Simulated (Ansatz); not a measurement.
This script drives Ansatz's Python interface.

Input file `ch7gesi.xyz`:
```text
10

Si   -1.12060    0.62220   -0.02840
C    -0.08430   -0.92830   -0.10770
Ge    1.79280   -0.46570    0.10280
H    -2.53900    0.26960   -0.18780
H    -0.71810    1.53650   -1.10750
H    -0.92150    1.27900    1.27210
H    -0.38860   -1.61790    0.70620
H    -0.23520   -1.42370   -1.08870
H     2.21440    0.49980   -1.03410
H     2.00020    0.22850    1.47300
```

Script `methods_ch7gesi.py`:
```python
import ansatz

BASIS_SET = "def2-SVP"
NET_CHARGE = -1

system = ansatz.Crystal.molecule_from_extxyz("ch7gesi.xyz")

model = (
    system.calculation()
    .basis(gaussian=BASIS_SET)
    .charge(NET_CHARGE)
)

methods = ["mp2", "ccsd", "ccsd_t"]
reports = [model.correlation(m).run(threads=1, backend="cpu").report for m in methods]
print(f"Hartree-Fock reference {reports[0]['reference_energy_ev'] / 27.211386246:.6f} Ha")
best = reports[-1]["free_energy_ev"] - reports[-1]["reference_energy_ev"]
for method, each in zip(methods, reports):
    gained = each["free_energy_ev"] - each["reference_energy_ev"]
    print(f"{method:8s} total {each['free_energy_ev'] / 27.211386246:.6f} Ha  correlation {gained:9.4f} eV  ({100 * gained / best:.1f} % of the last)")
```

It is started by `python methods_ch7gesi.py`. How long does it take on 1 thread of Arm Neoverse V2, on a shared host, and how much memory does it need?

It took about 17 s, with a peak of 0.43 GiB, for 3 runs of the engine.

```console
$ python methods_ch7gesi.py
Hartree-Fock reference -2405.806517 Ha
mp2      total -2406.302576 Ha  correlation  -13.4985 eV  (89.3 % of the last)
ccsd     total -2406.346020 Ha  correlation  -14.6806 eV  (97.1 % of the last)
ccsd_t   total -2406.361929 Ha  correlation  -15.1135 eV  (100.0 % of the last)
```

Notes:
- Total energies depend on the basis set; only differences at equal settings carry meaning.
- The geometry is a force-field or estimated start, not a minimum of this method, and the basis set is short of its limit. A lower total doesn't mark the better method: functionals have no common bound, and MP2 and coupled cluster aren't variational.
- Inner cores stay frozen; a filled d shell under the valence of the heavier atoms is correlated with it.
- Anions want diffuse functions, which this basis lacks.

(Lines on the test bed's own set-up are left out of the output.)
